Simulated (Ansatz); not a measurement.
# Zn₂H₂ (SMILES [ZnH][ZnH]): one structure at several levels

The task here is to estimate one member of a computed series from the others.

The runs use Ansatz 0.2.0, Gaussian basis; single points in def2-TZVPP.

Correlated methods freeze the cores. The 3s and 3p shells of Cu and Zn are frozen; filled d shells are correlated.

## Where the work starts

SMILES `[ZnH][ZnH]`, 4 atoms, charge 0, spin multiplicity 1.

Atoms are counted from 1 here; the program's logs count them from 0.

Bond lengths: Zn1–Zn2 2.379 Å, Zn1–H3 1.614 Å, Zn2–H4 1.742 Å. Angles: Zn2–Zn1–H3 146.5°, Zn1–Zn2–H4 164.1°.

As a file:

```xyz
4

Zn    0.2254   -1.0763    0.7228
Zn   -0.4116    0.9069   -0.4260
H    -0.2298   -2.2541    1.7289
H    -1.2541    2.0855   -1.3932
```

The first run:

run/in.yaml reads:

```yaml
crystal:
  periodic: [false, false, false]
  atoms:
    - {symbol: Zn, position_ang: [0.225421, -1.076338, 0.722839]}
    - {symbol: Zn, position_ang: [-0.411604, 0.906934, -0.426033]}
    - {symbol: H, position_ang: [-0.229797, -2.254053, 1.728908]}
    - {symbol: H, position_ang: [-1.254067, 2.085543, -1.393209]}
basis:
  gaussian: {orbitals: def2-TZVPP}
hamiltonian: {xc: pbe, dispersion: d4}
output: {forces: true}
```

Run with:

```sh
$ ansatz run in.yaml --threads 2 --pin off --events-out ev --progress --plain --max-ram 3481MiB
```

Among the steps run: PBE-D4/def2-TZVPP; r2SCAN-D4/def2-TZVPP; PBE0-D4/def2-TZVPP; wB97M-V/def2-TZVPP; CCSD(T)/def2-TZVPP.

One table of the session follows, with a row left open; its other results are not shown here.

| method | RMS force component (eV/Å) | angle to CCSD(T) forces (°) | dipole (D) |
| --- | --- | --- | --- |
| PBE-D4 | 0.692 | 4.4 | 1.40 |
| r2SCAN-D4 | 0.751 | 6.4 | 1.51 |
| PBE0-D4 | ? | ? | ? |
| wB97M-V | 0.770 | 4.8 | 1.67 |
| CCSD(T) | 0.808 | reference | 1.68 |

**Question.** Estimate the row for PBE0-D4.

The run gave: RMS force component (eV/Å): 0.742; angle to CCSD(T) forces (°): 3.3; dipole (D): 1.58. In the column «RMS force component (eV/Å)» it lies between PBE-D4 (0.692) and r2SCAN-D4 (0.751).
